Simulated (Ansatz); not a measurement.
# BiTe (R-3m) in Ansatz: a series of runs

The runs below take BiTe through single point, equation of state, with PBE.

All numbers are computed with Ansatz 0.2.0; they aren't measurements. Logs are shortened: lines on timing, memory, paths and dates and some standing lists are left out, and cuts for length are marked.

## 1. Starting point

Symmetry: R-3m, No. 166, trigonal system. Conventional cell: a = 4.845 Å, b = 4.845 Å, c = 9.952 Å, α = 90.00°, β = 90.00°, γ = 120.00°. Around Bi (site symmetry -3m) lie 6 Te at 3.25 Å. Te (site symmetry -3m) has 6 Bi at 3.25 Å as nearest neighbours.

The cell comes from a database or a generator and needn't be the stable form of this composition.

## 2. Single point, PBE, 31.70 Å³/atom (volume scaled by 0.94)

Input file input.yaml:

```yaml
crystal:
  lattice:
    - [2.3732508797, 1.3701970343, 3.2495731172]
    - [-2.3732508797, 1.3701970343, 3.2495731172]
    - [0.0, -2.7403940685, 3.2495731172]
  atoms:
    - { symbol: Bi, position: [0.5, 0.5, 0.5] }
    - { symbol: Te, position: [0.0, 0.0, 0.0] }
hamiltonian:
  xc: pbe
  pseudopotentials: { kind: paw }
kpoints:
  mp_grid: { grid: [7, 7, 7] }
scf:
  occupations: { method: fermi_dirac, width: 0.05 }
output:
  forces: true
  stress: true
  eigenvalues: true
```

Potentials or basis: Ansatz PAW.

Started as:

```
$ ansatz run input.yaml --threads 2 --pin off --max-ram 5632MiB --backend cpu --events-out ev --progress --plain --runs-dir out
```

The program printed:

```text
Warning: RAYON_NUM_THREADS=2 ignored (pool sized by the plan → 2); use --threads N
Engine: ansatz 0.2.0, aarch64-unknown-linux-gnu
Pseudopotentials: kind: paw
Pseudopotential: Bi, paw, valence charge 15, recommended cutoff 420 eV (normal), Bi.paw.azcp
Pseudopotential: Te, paw, valence charge 16, recommended cutoff 420 eV (normal), Te.paw.azcp
Functional definition: PBE
  parameter kappa = 0.804
  parameter beta = 0.06672455060314922
  exchange = pbe_x(kappa = kappa, mu = beta*pi^2/3)
  correlation = pbe_c(beta = beta)
Crystal: 2 atoms, lattice volume = 63.402 Å³
Basis set: ecut = 420 eV, 1229 PW (Γ), exchange–correlation on 60×60×60 points (8 copies of the dense FFT grid, shifted against one another)
Bands: 20, of which v1, the nominal top of the filled ones, is band 16 counted from 1 (15 counted from 0)
Symmetry: 12 space group operations
Space group: R-3m (ITA 166), of the structure as read, at distance tolerance 4.0e-5 Å
k-points: 44 of 343
Non-local potential: Bi, projectors of the file, l = 0: 2, l = 1: 2, l = 2: 2, l = 3: 2
Non-local potential: Te, projectors of the file, l = 0: 2, l = 1: 2, l = 2: 2, l = 3: 2
PAW form: soft (Blöchl's): semilocal exchange-correlation on the pseudo side does not see the compensation charge
PAW one-centre angular grid: Bi, 590 points (default); XC on 64 Gauss nodes
PAW one-centre angular grid: Te, 590 points (default); XC on 64 Gauss nodes
Initial density: superposition of atomic densities (neutral atoms: chi_scale 0, normalization atom), corrected by the library's trained network
Initial wavefunctions: pseudopotential atomic-orbital guess
Functional: x = pbe(κ = 0.804, μ = 0.2195149727645171), c = pbe(β = 0.06672455060314922)
SCF iter   1: F=—  HF=-19376.607939 eV  |F-HF|=—  |Δ(HF+E_count)|=         —  Δρ=7.39e-4  dr2=3.26e-4  ethr=1.77e-3  ⟨swp⟩=6.3  Hψ=4563  notcnv=0
preconditioner: auto → Kerker (q_TF=auto, 2.422 Å⁻¹)  [metal: Δε(μ)=0.028 eV  Ē_g=9.689 eV  σ=0.050 eV  W_gap=0.14  n_scr=14 (ndim 8)  ℏωp=15.5 eV  f_vac=0.000  D(μ)=1.45/eV (n_scr^D=14)]
SCF iter   2: F=—  HF=-19376.606181 eV  |F-HF|=—  |Δ(HF+E_count)|=   1.76e-3  Δρ=4.81e-4  dr2=1.18e-4  ethr=1.05e-6  ⟨swp⟩=3.2  Hψ=2230  notcnv=0
SCF iter   3: F=—  HF=-19376.606208 eV  |F-HF|=—  |Δ(HF+E_count)|=   2.68e-5  Δρ=2.47e-4  dr2=3.77e-5  ethr=3.79e-7  ⟨swp⟩=2.4  Hψ=1348  notcnv=0
SCF iter   4: F=—  HF=-19376.606231 eV  |F-HF|=—  |Δ(HF+E_count)|=   2.30e-5  Δρ=7.03e-5  dr2=3.31e-6  ethr=1.22e-7  ⟨swp⟩=2.0  Hψ=1173  notcnv=0
SCF iter   5: F=—  HF=-19376.606231 eV  |F-HF|=—  |Δ(HF+E_count)|=   2.57e-7  Δρ=2.64e-5  dr2=4.82e-7  ethr=1.07e-8  ⟨swp⟩=2.7  Hψ=1530  notcnv=0
SCF iter   6: F=-19376.606230 eV  HF=-19376.606230 eV  |F-HF|=1.51e-9  |Δ(HF+E_count)|=   5.37e-8  Δρ=4.87e-6  dr2=2.34e-8  ethr=3.23e-10  ⟨swp⟩=7.6  Hψ=4649  notcnv=0
SCF 1 converged in 6 iterations: F = -19376.606230 eV  dr2 = 2.34e-8
SCF converged after 6 iterations
Free energy (F): -19376.606230 eV
Harris-Foulkes:  -19376.606230 eV  (|F-HF|=1.51e-9)
Internal energy: -19376.593666 eV  (E = F + TS)
E sigma→0 (E₀):  -19376.599948 eV
Entropy (-TS):   -0.012564 eV (-6.282 meV/atom)
Fermi energy:    10.849981 eV
--- Per-component energies (eV) ---
  E_band       = -335.714624
  E_kinetic    = 483.238794
  E_local      = -2641.663849  (includes V_loc(G=0)·N_el)
  E_nonlocal   = 250.142508
  E_hartree    = 1243.690445
  E_xc         = -276.378545
  E_vxc        = -249.362149  (∫ρ·V_xc dr)
  E_paw        = -15325.022023  (= ΣΔE_a)
  E_vpaw       = -665.443616  (= ΣTr[D̂ρ^β])
  E_aug_tail   = -0.000609  (compensation charges beyond the density's cutoff)
  E_ewald      = -3110.600387
  E_smearing   = -0.012564  (= −TS)
  E_closure    = 0.000000  (closes the sum)
  Σ components = -19376.606230   (vs F -19376.606230, Δ=0.00e0)
--- Forces (eV/Å), atoms counted from 1 ---
  atom   1  Bi     0.00000000     0.00000000     0.00000000
  atom   2  Te     0.00000000    -0.00000000    -0.00000000
  max |Σ_I F_I| component: 1.31e-31 eV/Å
--- Stress (GPa, compression-positive) ---
        3.978008       0.000000       0.000000
        0.000000       3.978008      -0.000000
        0.000000      -0.000000       2.866510
  P = ⅓ Tr σ = 3.6075 GPa (36.075 kbar)
--- Band table (eV; the first three rows and the last of 44) ---
  k-point 0: bands = ["-26.4942", "-26.4942", "-26.4562", "-26.4562", "-26.4394", "-12.4444", "-12.4444", "-12.4274", "-12.4274", "-12.4064", "-3.0903", "2.7869", "7.7226", "7.7226", "9.1212", "12.8499", "13.4960", "13.4960", "14.7901", "14.7901"]
  k-point 1: bands = ["-26.4941", "-26.4941", "-26.4562", "-26.4559", "-26.4394", "-12.4445", "-12.4440", "-12.4289", "-12.4257", "-12.4059", "-2.9024", "2.2552", "7.8453", "8.0613", "9.0384", "12.1721", "12.7185", "12.8895", "15.0914", "15.3188"]
  k-point 2: bands = ["-26.4940", "-26.4940", "-26.4562", "-26.4553", "-26.4393", "-12.4453", "-12.4438", "-12.4316", "-12.4222", "-12.4040", "-2.3470", "1.0640", "8.2077", "8.6100", "9.1459", "10.9669", "11.4021", "11.9960", "15.9443", "15.9990"]
  k-point 43: bands = ["-26.4942", "-26.4941", "-26.4545", "-26.4544", "-26.4395", "-12.4540", "-12.4520", "-12.4105", "-12.4099", "-12.4090", "-0.6467", "-0.1413", "6.7218", "7.7759", "7.9482", "10.0264", "10.2073", "11.5579", "18.0259", "18.6600"]
```

It took 1.5 s on 2 threads of Arm Neoverse V2, shared host; peak memory 0.35 GiB.

Results:

```yaml
Free_energy: -19376.6062 eV
Pressure: 3.6 GPa
Band_gap_on_the_k_mesh: none (metal or under the smearing width)
```

Caveat: spin-orbit coupling is left out, which moves the levels of the heavy elements.

## 3. Single point, PBE, 32.38 Å³/atom (volume scaled by 0.96)

input.yaml: that of step 2 with these lines changed.

```diff
@@ -2,5 +2,5 @@
   lattice:
-    - [2.3732508797, 1.3701970343, 3.2495731172]
-    - [-2.3732508797, 1.3701970343, 3.2495731172]
-    - [0.0, -2.7403940685, 3.2495731172]
+    - [2.3899644647, 1.3798466271, 3.2724581889]
+    - [-2.3899644647, 1.3798466271, 3.2724581889]
+    - [0.0, -2.7596932542, 3.2724581889]
   atoms:
```

Potentials or basis: Ansatz PAW.

Started as:

```
$ ansatz run input.yaml --threads 2 --pin off --max-ram 5632MiB --backend cpu --events-out ev --progress --plain --runs-dir out
```

Wall time 1.6 s (2 threads of Arm Neoverse V2, shared host); peak memory 0.35 GiB.

Results (log left out):

```yaml
Free_energy: -19376.6311 eV
Pressure: 2.3 GPa
Band_gap_on_the_k_mesh: none (metal or under the smearing width)
```

Caveat: spin-orbit coupling is left out, which moves the levels of the heavy elements.

## 4. Single point, PBE, 33.05 Å³/atom (volume scaled by 0.98)

input.yaml: that of step 3 with these lines changed.

```diff
@@ -2,5 +2,5 @@
   lattice:
-    - [2.3899644647, 1.3798466271, 3.2724581889]
-    - [-2.3899644647, 1.3798466271, 3.2724581889]
-    - [0.0, -2.7596932542, 3.2724581889]
+    - [2.4064474992, 1.3893631114, 3.2950275793]
+    - [-2.4064474992, 1.3893631114, 3.2950275793]
+    - [0.0, -2.7787262229, 3.2950275793]
   atoms:
@@ -19 +19,5 @@
   eigenvalues: true
+  write_density: true
+  write_potential: true
+  elf: true
+  volumetric_format: npy
```

Started as:

```
$ ansatz run input.yaml --threads 2 --pin off --max-ram 5632MiB --backend cpu --events-out ev --progress --plain --runs-dir out
```

Run time: 2.3 s. Hardware: 2 threads of Arm Neoverse V2, shared host; peak memory 0.36 GiB.

It converged, with:

```
Free energy            : -19376.6458 eV
Pressure               : 1.2 GPa
Band gap on the k mesh : none (metal or under the smearing width)
```

Caveat: spin-orbit coupling is left out, which moves the levels of the heavy elements.

## 5. Single point, PBE, 33.72 Å³/atom

Input file input.yaml:

```yaml
crystal:
  lattice:
    - [2.4227077728, 1.3987509848, 3.3172919545]
    - [-2.4227077728, 1.3987509848, 3.3172919545]
    - [0.0, -2.7975019696, 3.3172919545]
  atoms:
    - { symbol: Bi, position: [0.5, 0.5, 0.5] }
    - { symbol: Te, position: [0.0, 0.0, 0.0] }
hamiltonian:
  xc: pbe
  pseudopotentials: { kind: paw }
kpoints:
  mp_grid: { grid: [7, 7, 7] }
scf:
  occupations: { method: fermi_dirac, width: 0.05 }
output:
  forces: true
  stress: true
  eigenvalues: true
```

Started as:

```
$ ansatz run input.yaml --threads 2 --pin off --max-ram 5632MiB --backend cpu --events-out ev --progress --plain --runs-dir out
```

Run time: 1.6 s. Hardware: 2 threads of Arm Neoverse V2, shared host; peak memory 0.36 GiB.

It converged, with:

* Free energy: -19376.6513 eV
* Pressure: 0.2 GPa
* Band gap on the k mesh: none (metal or under the smearing width)

Caveat: spin-orbit coupling is left out, which moves the levels of the heavy elements.

## 6. Single point, PBE, 34.40 Å³/atom (volume scaled by 1.02)

input.yaml: that of step 5 with these lines changed.

```diff
@@ -2,5 +2,5 @@
   lattice:
-    - [2.4227077728, 1.3987509848, 3.3172919545]
-    - [-2.4227077728, 1.3987509848, 3.3172919545]
-    - [0.0, -2.7975019696, 3.3172919545]
+    - [2.4387526627, 1.4080145063, 3.3392614156]
+    - [-2.4387526627, 1.4080145063, 3.3392614156]
+    - [0.0, -2.8160290126, 3.3392614156]
   atoms:
```

Potentials or basis: Ansatz PAW.

Started as:

```
$ ansatz run input.yaml --threads 2 --pin off --max-ram 5632MiB --backend cpu --events-out ev --progress --plain --runs-dir out
```

It took 1.6 s on 2 threads of Arm Neoverse V2, shared host; peak memory 0.36 GiB.

The run converged. Its results:

```
Free energy            : -19376.6487 eV
Pressure               : -0.8 GPa
Band gap on the k mesh : none (metal or under the smearing width)
```

Caveat: spin-orbit coupling is left out, which moves the levels of the heavy elements.

## 7. Single point, PBE, 35.07 Å³/atom (volume scaled by 1.04)

input.yaml: that of step 6 with these lines changed.

```diff
@@ -2,5 +2,5 @@
   lattice:
-    - [2.4387526627, 1.4080145063, 3.3392614156]
-    - [-2.4387526627, 1.4080145063, 3.3392614156]
-    - [0.0, -2.8160290126, 3.3392614156]
+    - [2.4545891627, 1.4171577139, 3.3609455389]
+    - [-2.4545891627, 1.4171577139, 3.3609455389]
+    - [0.0, -2.8343154277, 3.3609455389]
   atoms:
@@ -19 +19,5 @@
   eigenvalues: true
+  write_density: true
+  write_potential: true
+  elf: true
+  volumetric_format: npy
```

Started as:

```
$ ansatz run input.yaml --threads 2 --pin off --max-ram 5632MiB --backend cpu --events-out ev --progress --plain --runs-dir out
```

Wall time 2.2 s (2 threads of Arm Neoverse V2, shared host); peak memory 0.37 GiB.

Results (log left out):

* Free energy: -19376.6387 eV
* Pressure: -1.6 GPa
* Band gap on the k mesh: none (metal or under the smearing width)

Caveat: spin-orbit coupling is left out, which moves the levels of the heavy elements.

## 8. Single point, PBE, 35.75 Å³/atom (volume scaled by 1.06)

input.yaml: that of step 7 with these lines changed.

```diff
@@ -2,5 +2,5 @@
   lattice:
-    - [2.4545891627, 1.4171577139, 3.3609455389]
-    - [-2.4545891627, 1.4171577139, 3.3609455389]
-    - [0.0, -2.8343154277, 3.3609455389]
+    - [2.4702239101, 1.4261844395, 3.3823534125]
+    - [-2.4702239101, 1.4261844395, 3.3823534125]
+    - [0.0, -2.852368879, 3.3823534125]
   atoms:
```

Started as:

```
$ ansatz run input.yaml --threads 2 --pin off --max-ram 5632MiB --backend cpu --events-out ev --progress --plain --runs-dir out
```

It took 2.2 s on 2 threads of Arm Neoverse V2, shared host; peak memory 0.37 GiB.

The run converged. Its results:

```yaml
Free_energy: -19376.6221 eV
Pressure: -2.3 GPa
Band_gap_on_the_k_mesh: none (metal or under the smearing width)
```

Caveat: spin-orbit coupling is left out, which moves the levels of the heavy elements.

## 9. Equation of state, PBE

Potentials or basis: Ansatz PAW.

This step only gathers the single runs of the series.

Results:

- Equilibrium volume: 33.83 Å³/atom
- Bulk modulus at fixed shape and positions: 48 GPa
- Pressure derivative of the bulk modulus: 4.6

Energy against volume, from the lowest point:
```tsv
volume (Å³/atom)	energy (meV/atom)
31.701	22.54
32.376	10.10
33.050	2.76
33.725	0.00
34.399	1.33
35.074	6.32
35.748	14.58
```

Caveat: the cell was scaled at fixed shape and fractional positions, which overstates the stiffness of a crystal with free parameters, most of all of layers and chains; spin-orbit coupling is left out, which moves the levels of the heavy elements.
